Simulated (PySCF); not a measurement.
**The bond of SnH+, level by level**

What are the lowest state that PBE0 finds, the bond length, vibrational wavenumber and bond energy of SnH+, and how much do these hang on the method?

Computed with PySCF 2.14.0. Level: Sn def2-TZVPPD with ECP28, H def2-TZVPPD, scalar-relativistic core potentials.

## (1) Set-up

Settings of the job:

* atoms: Sn, H
* charge: 1
* basis: Sn def2-TZVPPD with ECP28, H def2-TZVPPD
* Hamiltonian: scalar-relativistic core potentials
* basis functions: 73
* electrons treated: 22
* masses in u: 119.9022, 1.0078
* levels: PBE0, PBE, r²SCAN, PBEsol, MN15, LDA, M06, TPSSh, LC-ωPBE, HF, MP2, SCS-MP2, CCSD, CCSD(T)
* grid: 80 radial by 434 angular points
* occupations: held fixed by the projection of orbital angular momentum
* dissociation limit: Sn+ + H, each in its ground configuration
* starting distance in angstrom: 1.770
* values of 2S to try: 0, 2

On the command line:

```console
$ OMP_NUM_THREADS=1 python dia.py task.json out
```

The runs that follow: The PBE0 curve of the state that the search chose; Excited determinants; PBE (GGA); r²SCAN (meta-GGA); PBEsol; MN15; LDA (local density); M06 (hybrid meta-GGA); TPSSh; LC-ωPBE; RHF (mean field); MP2 and coupled cluster.

**Question.** What will these runs give? Wanted: for each run, Re; ωe; De; μ.

**Answer**, as computed:

Lowest PBE0 solution found, without spin–orbit coupling: ¹Σ⁺ (singlet), closed shell. State 2 has its PBE0 minimum 2.19 eV higher. The other levels ran on the lowest alone.

```tsv
level	Re (Å)	ωe (cm⁻¹)	De (eV)	μ (D)
RHF	1.744	1938	1.86	0.19
RHF-MP2	1.734	1916	2.62	n/a
RHF-SCS-MP2	1.738	1905	2.73	n/a
RHF-CCSD	1.745	1863	2.77	n/a
RHF-CCSD(T)	1.747	1846	2.81	n/a
LDA	1.772	1764	3.17	0.09
PBE	1.780	1752	2.75	-0.05
PBEsol	1.776	1759	2.88	0.04
r²SCAN	1.760	1822	2.76	0.04
TPSSh	1.762	1827	2.90	-0.02
PBE0	1.761	1828	2.70	0.04
M06	1.776	1812	2.92	-0.25
MN15	1.749	1863	2.72	-0.07
LC-ωPBE	1.739	1918	2.66	0.17
```

De is counted to Sn+ + H in their ground configurations. A positive dipole points from Sn to H; in an ion it is taken about the centre of mass and does not tell which atom is negative.

Differences from CCSD(T) in the same basis:

```tsv
level	Re (mÅ)	ωe (%)
RHF	-3	+5.0
RHF-MP2	-13	+3.8
RHF-SCS-MP2	-9	+3.2
RHF-CCSD	-2	+0.9
LDA	+24	-4.4
PBE	+33	-5.1
PBEsol	+28	-4.7
r²SCAN	+12	-1.3
TPSSh	+15	-1.0
PBE0	+14	-1.0
M06	+28	-1.9
MN15	+2	+0.9
LC-ωPBE	-8	+3.9
```

What this shows: Judged by CCSD(T) in the same basis: best bond length RHF-CCSD and MN15 (2 mÅ off), worst PBE (+33 mÅ); best wavenumber RHF-CCSD and MN15 (+0.9 %), worst PBE (-5.1 %). Hartree–Fock makes the bond too short and too stiff against this reference, as it mostly does. PBE has the long and soft bond that GGAs tend to give. Of the levels with a De here, RHF gives the least (1.86 eV) and LDA the most (3.17 eV).

Correlated steps freeze 4 core orbitals. These are scalar-relativistic numbers at best; spin–orbit coupling would shift them, the dissociation energy most.
